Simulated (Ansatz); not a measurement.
# WS2: the cost of one run

Program: Ansatz 0.2.0. Level of theory: DFT LDA+U (U_eff = 6 eV on W d), plane waves, PAW, no spin–orbit coupling unless a run says so. These are calculated values, not measurements.

The COD entry's cell or inner coordinates are ideal or old and differ from later refinements, so a difference from it is no clean test against experiment.

## (1) Starting point

The structure is hexagonal, space group P6_3/mmc (No. 194). The conventional cell has a = 3.180 Å, b = 3.180 Å, c = 12.500 Å, α = 90.00°, β = 90.00°, γ = 120.00°. Around W (site symmetry -6m2) lie 6 S at 2.45 Å. S (site symmetry 3m) is surrounded by 3 W at 2.45 Å.

Coordinates:

```
CELL_PARAMETERS angstrom
3.18000 0.00000 0.00000
-1.59000 2.75396 0.00000
0.00000 0.00000 12.50000
ATOMIC_POSITIONS crystal
W 0.33333 0.66667 0.25000
W 0.66667 0.33333 0.75000
S 0.33333 0.66667 0.62000
S 0.66667 0.33333 0.12000
S 0.33333 0.66667 0.88000
S 0.66667 0.33333 0.38000
```

An earlier series on this cell reached its lowest free state from «ferromagnetic start, free, symmetry kept, no search», perhaps among other starts (it ended without moments).

## (2) Ferrimagnetic site moments held at first, then free

Input file input.yaml:

```yaml
crystal:
  lattice:
    - [3.17999949, 0.0, 0.0]
    - [-1.58999974, 2.75396034, 0.0]
    - [0.0, 0.0, 12.49999932]
  atoms:
    - { symbol: W, position: [0.3333333333, 0.6666666667, 0.25], spin: 2.0 }
    - { symbol: W, position: [0.6666666667, 0.3333333333, 0.75], spin: -0.8 }
    - { symbol: S, position: [0.3333333333, 0.6666666667, 0.62] }
    - { symbol: S, position: [0.6666666667, 0.3333333333, 0.12] }
    - { symbol: S, position: [0.3333333333, 0.6666666667, 0.88] }
    - { symbol: S, position: [0.6666666667, 0.3333333333, 0.38] }
basis:
  ecutwfc: 420
  ecutrho_ratio: 4
kpoints:
  mp_grid: { grid: [7, 7, 2] }
hamiltonian:
  xc: lda
  hubbard:
    sites: [{ site: 0, l: d, u_eff: 6.0 }, { site: 1, l: d, u_eff: 6.0 }]
scf:
  occupations: { method: gaussian, width: 0.05 }
  lower_state_search: "off"
  max_iter: 150
output:
  forces: true
  stress: true
  eigenvalues: true
  populations: true
  hubbard: { sites: [{ site: 0, l: d }, { site: 1, l: d }] }
magnetization:
  spin_polarized: true
  spin_locking: { lock_spins: true, n_iters: 12 }
```

The lock is temporary (n_iters 12) and is released on the way.

Started as:

```bash
ansatz run input.yaml --threads 4 --pin off --max-ram 6144MiB --backend cpu --events-out ev --progress --plain --runs-dir out
```

Q: Estimate wall time and peak memory on 4 threads of Arm Neoverse V1, shared host.

About 36 s, with a peak of 0.59 GiB.
